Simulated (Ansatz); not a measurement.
# HoHgF4: the cost of one run

Method: DFT PBE, scalar-relativistic, plane waves, PAW; 4f electrons in the core of a trivalent norm-conserving potential, in Ansatz 0.2.0.

**1. The system as given**

Symmetry: F-43m, No. 216, cubic system. Conventional cell: a = 7.257 Å, b = 7.257 Å, c = 7.257 Å, α = 90.00°, β = 90.00°, γ = 90.00°. Around Ho (site symmetry -43m) lie 12 F at 3.01 Å and 4 Hg at 3.14 Å. Around Hg (site symmetry -43m) lie 12 F at 3.01 Å and 4 Ho at 3.14 Å. F (site symmetry 3m) is surrounded by 6 F at 2.56 to 2.57 Å and 3 Ho at 3.01 Å and 3 Hg at 3.01 Å.

Coordinates:

```
Ho Hg F
1.0
     0.00000    3.62871    3.62871
     3.62871    0.00000    3.62871
     3.62871    3.62871    0.00000
Ho Hg F
1 1 4
Direct
  0.25000 0.25000 0.25000
  0.50000 0.50000 0.50000
  0.87519 0.87519 0.37442
  0.37442 0.87519 0.87519
  0.87519 0.37442 0.87519
  0.87519 0.87519 0.87519
```

A structure generator made this guess: species swapped into a database cell of GdErCo4 (F-43m, No. 216), with Hg on the Gd sites, Ho on the Er sites and F on the Co sites. Its size is a rough estimate.

**2. A first look at the guess**

input.yaml

```yaml
crystal:
  lattice:
    - [0.0, 3.62871486, 3.62871486]
    - [3.62871486, 0.0, 3.62871486]
    - [3.62871486, 3.62871486, 0.0]
  atoms:
    - { symbol: Ho, position: [0.25, 0.25, 0.25] }
    - { symbol: Hg, position: [0.5, 0.5, 0.5] }
    - { symbol: F, position: [0.87519418, 0.87519418, 0.37441745] }
    - { symbol: F, position: [0.37441745, 0.87519418, 0.87519418] }
    - { symbol: F, position: [0.87519418, 0.37441745, 0.87519418] }
    - { symbol: F, position: [0.87519418, 0.87519418, 0.87519418] }
basis:
  ecutwfc: 690
kpoints:
  mp_grid: { grid: [4, 4, 4] }
hamiltonian:
  xc: pbe
  pseudopotentials:
    kind: paw
    azcp: { Ho: "pseudopotentials/pbe/nc/lanthanide_3plus/Ho.nc.azcp" }
scf:
  occupations: { method: gaussian, width: 0.1 }
  lower_state_search: "off"
output:
  forces: true
  stress: true
  eigenvalues: true
```

Run with:

```console
$ ansatz run input.yaml --threads 1 --pin off --max-ram 2560MiB --backend cpu --events-out ev --progress --plain --runs-dir out
```

**Question.** How long does this run take on 1 thread of Intel Xeon at 2.70GHz, shared host, and how much memory does it need?

About 7.2 s, with a peak of 0.39 GiB.
